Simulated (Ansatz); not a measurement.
# ClF2H3HfOS: the cost of one run

All numbers below are computed with Ansatz 0.2.0 (RKS revPBE-D4/def2-SVP).

## (1) The structure to begin with

Bond lengths: Hf1–F2 2.330 Å, Hf1–F3 1.980 Å, Hf1–Cl4 2.518 Å, Hf1–O5 2.069 Å, O5–H6 1.010 Å, Hf1–S7 2.850 Å, S7–H8 1.400 Å. Angles: F2–Hf1–F3 109.4°, F2–Hf1–Cl4 109.5°, F2–Hf1–O5 109.5°, F2–Hf1–S7 71.6°, F3–Hf1–Cl4 109.5°, F3–Hf1–O5 109.5°, F3–Hf1–S7 75.6°, Cl4–Hf1–O5 109.5°, Cl4–Hf1–S7 64.5°, O5–Hf1–S7 173.5°, Hf1–O5–H6 109.5°, Hf1–S7–H8 109.5°.

As a file:

```xyz
9

Hf    0.0000    0.0000    0.0000
F     0.0000    0.0000    2.3300
F     1.8671    0.0000   -0.6593
Cl   -1.1869    2.0563   -0.8392
O    -0.9750   -1.6891   -0.6893
H    -1.4296   -2.1548    0.0831
S     1.0684    2.4846    0.8987
H     2.1649    2.2464    1.7359
H     0.5161    1.2002    2.1468
```

## (2) A restrained relaxation towards end A

Springs on the bonds that form and break draw the guess towards this end; the thresholds are loose.

input.yaml reads:

```yaml
crystal:
  periodic: [false, false, false]
  atoms:
    - { symbol: Hf, position_ang: [0.0, 0.0, 0.0] }
    - { symbol: F, position_ang: [0.0, 0.0, 2.33] }
    - { symbol: F, position_ang: [1.8671, 0.0, -0.6593] }
    - { symbol: Cl, position_ang: [-1.1869, 2.0563, -0.8392] }
    - { symbol: O, position_ang: [-0.975, -1.6891, -0.6893] }
    - { symbol: H, position_ang: [-1.4296, -2.1548, 0.0831] }
    - { symbol: S, position_ang: [1.0684, 2.4846, 0.8987] }
    - { symbol: H, position_ang: [2.1649, 2.2464, 1.7359] }
    - { symbol: H, position_ang: [0.5161, 1.2002, 2.1468] }
basis:
  gaussian: { orbitals: def2-SVP }
hamiltonian:
  xc: revpbe
  dispersion: d4
relax:
  f_tol: 0.15
  max_steps: 25
  restrain:
    - { distance: [0, 6], at: 3.75, k: 30.0 }
    - { distance: [8, 1], at: 2.12, k: 30.0 }
    - { distance: [0, 1], at: 1.98, k: 30.0 }
    - { distance: [8, 6], at: 1.4, k: 30.0 }
```

The run is started by

```
$ ansatz run input.yaml --threads 4 --pin off --max-ram 5120MiB --backend cpu --events-out ev --progress --plain --runs-dir out
```

What time and memory should one allow on 4 threads of Arm Neoverse V1, shared host?

About 34 s, with a peak of 0.2 GiB.
